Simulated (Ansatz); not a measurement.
# SVWN5/def2-SVP (core potential) run of CH6SiTe (SMILES C[SiH2][TeH])

What is the vertical ionisation energy of CH6SiTe at SVWN5/def2-SVP (core potential)? 

The calculation is run with Ansatz 0.2.0.

55 further runs of the same task are left out: 55 set aside as unsound or not needed. Runs told in other sessions of the task aren't counted.

### Step 1. Starting point

CH6SiTe has 9 atoms, charge 0, and is taken as a singlet. As SMILES, `C[SiH2][TeH]`. Geometry: relaxed at PBE0-D4/def2-TZVP. This is one conformer, not always the lowest.

Bond lengths: C1–Si2 1.867 Å, Si2–Te3 2.500 Å, C1–H4 1.094 Å, C1–H5 1.091 Å, C1–H6 1.092 Å, Si2–H7 1.487 Å, Si2–H8 1.486 Å, Te3–H9 1.658 Å. Some angles: C1–Si2–Te3 112.6°, C1–Si2–H7 111.4°, C1–Si2–H8 110.5°, Te3–Si2–H7 103.6°, Te3–Si2–H8 109.7°, Si2–C1–H4 110.3°, Si2–C1–H5 110.6°, Si2–C1–H6 110.6°, Si2–Te3–H9 91.7°, H7–Si2–H8 108.9°.

### Step 2. A single-point energy at SVWN5/def2-SVP (core potential)

File job.yaml:

```yaml
crystal:
  periodic: [false, false, false]
  atoms:
    - {symbol: C, position_ang: [-0.793600, 0.726300, -0.609100]}
    - {symbol: Si, position_ang: [0.377700, -0.686600, -0.266400]}
    - {symbol: Te, position_ang: [1.980400, -0.179800, 1.584400]}
    - {symbol: H, position_ang: [-1.456300, 0.475200, -1.442000]}
    - {symbol: H, position_ang: [-0.240000, 1.632000, -0.862400]}
    - {symbol: H, position_ang: [-1.409800, 0.936300, 0.267700]}
    - {symbol: H, position_ang: [1.262200, -0.952200, -1.431600]}
    - {symbol: H, position_ang: [-0.380500, -1.924300, 0.053300]}
    - {symbol: H, position_ang: [0.748200, -0.073200, 2.689000]}
basis:
  gaussian: {orbitals: def2-SVP}
hamiltonian: {xc: {name: SVWN5}}
output: {orbitals: {seedname: orbitals}}
accuracy: high
```

Started as:

```console
$ ansatz run job.yaml --threads 1 --pin off --max-ram 2610MiB --events-out events.jsonl --progress --plain --runs-dir runs
```

The program printed:

```text
Warning: RAYON_NUM_THREADS=1 ignored (pool sized by the plan → 1); use --threads N
Functional definition: SVWN5
  name "SVWN5"
  exchange = slater_x
  correlation = vwn5_c
2131 factors; integrals over basis functions are off by at most 3.5e-9 eV
mean field evaluation 1: about -16242.2401 eV, gradient 5.4e1 eV
mean field evaluation 2: about -16229.7924 eV, gradient 7.9e1 eV
mean field evaluation 4: about -16249.5743 eV, gradient 4.8e0 eV
mean field evaluation 8: about -16249.6441 eV, gradient 6.2e-2 eV
mean field evaluation 16: about -16249.6441 eV, gradient 3.7e-5 eV
mean field -16249.64409110 eV, -597.1634059437 hartree, gradient 2.6e-8 eV, S^2 0.000000; 0 other end points of the search recorded, 0 dependent functions left out
reference -16249.64409432 eV, -597.1634060618 hartree; 25, 25 occupied and 63, 63 virtual orbitals, 2131 factors
Total energy: -16249.64409432 eV, -597.1634060618 hartree
```

Wall time 5.1 s (1 thread of Arm Neoverse V1, shared host); peak memory 0.22 GiB.

### Step 3. The doublet cation, same level

File job.yaml:

```yaml
crystal:
  periodic: [false, false, false]
  atoms:
    - symbol: C
      position_ang: [-0.793600, 0.726300, -0.609100]
    - symbol: Si
      position_ang: [0.377700, -0.686600, -0.266400]
    - symbol: Te
      position_ang: [1.980400, -0.179800, 1.584400]
    - symbol: H
      position_ang: [-1.456300, 0.475200, -1.442000]
    - symbol: H
      position_ang: [-0.240000, 1.632000, -0.862400]
    - symbol: H
      position_ang: [-1.409800, 0.936300, 0.267700]
    - symbol: H
      position_ang: [1.262200, -0.952200, -1.431600]
    - symbol: H
      position_ang: [-0.380500, -1.924300, 0.053300]
    - symbol: H
      position_ang: [0.748200, -0.073200, 2.689000]
basis:
  gaussian:
    orbitals: def2-SVP
total_charge: 1
magnetization:
  spin_polarized: true
  initial_magnetization: 1
hamiltonian:
  xc: {name: SVWN5}
accuracy: high
output: {orbitals: {seedname: orbitals}}
```

Started as:

```console
$ ansatz run job.yaml --threads 1 --pin off --max-ram 2610MiB --events-out events.jsonl --progress --plain --runs-dir runs
```

The program printed:

```text
Warning: RAYON_NUM_THREADS=1 ignored (pool sized by the plan → 1); use --threads N
Functional definition: SVWN5
  name "SVWN5"
  exchange = slater_x
  correlation = vwn5_c
2131 factors; integrals over basis functions are off by at most 3.5e-9 eV
mean field evaluation 1: about -16226.5605 eV, gradient 5.2e1 eV
mean field evaluation 2: about -16115.7455 eV, gradient 1.0e2 eV
mean field evaluation 4: about -16239.1688 eV, gradient 1.5e1 eV
mean field evaluation 8: about -16241.1337 eV, gradient 1.3e-1 eV
mean field evaluation 16: about -16241.1209 eV, gradient 2.0e-4 eV
mean field evaluation 32: about -16240.4515 eV, gradient 2.5e0 eV
mean field -16241.12089660 eV, -596.8501843229 hartree, gradient 1.2e-8 eV, S^2 0.751186; 2 other end points of the search recorded, 0 dependent functions left out
reference -16241.12089987 eV, -596.8501844430 hartree; 25, 24 occupied and 63, 64 virtual orbitals, 2131 factors
Total energy: -16241.12089987 eV, -596.8501844430 hartree
```

Wall time 6.9 s (1 thread of Arm Neoverse V1, shared host); peak memory 0.26 GiB.

### Step 4. Results

At SVWN5/def2-SVP (core potential):

| quantity | value |
| --- | --- |
| singlet CH6SiTe: total energy | -597.16341 Eh |
| singlet CH6SiTe: HOMO energy | -5.34 eV |
| singlet CH6SiTe: LUMO energy | -1.25 eV |
| singlet CH6SiTe: HOMO–LUMO gap | 4.09 eV |
| doublet cation: total energy | -596.85018 Eh |
| doublet cation: HOMO energy (highest over α and β) | -12.44 eV |
| doublet cation: LUMO energy (lowest over α and β) | -11.63 eV |
| doublet cation: ⟨S²⟩ | 0.751 |
| vertical ionisation energy (to the doublet cation) | 8.523 eV |

**Reading.** The vertical ionisation energy comes to 8.52 eV (822 kJ/mol). The negative HOMO energy of the first species, 5.34 eV, lies 3.18 eV below that difference.
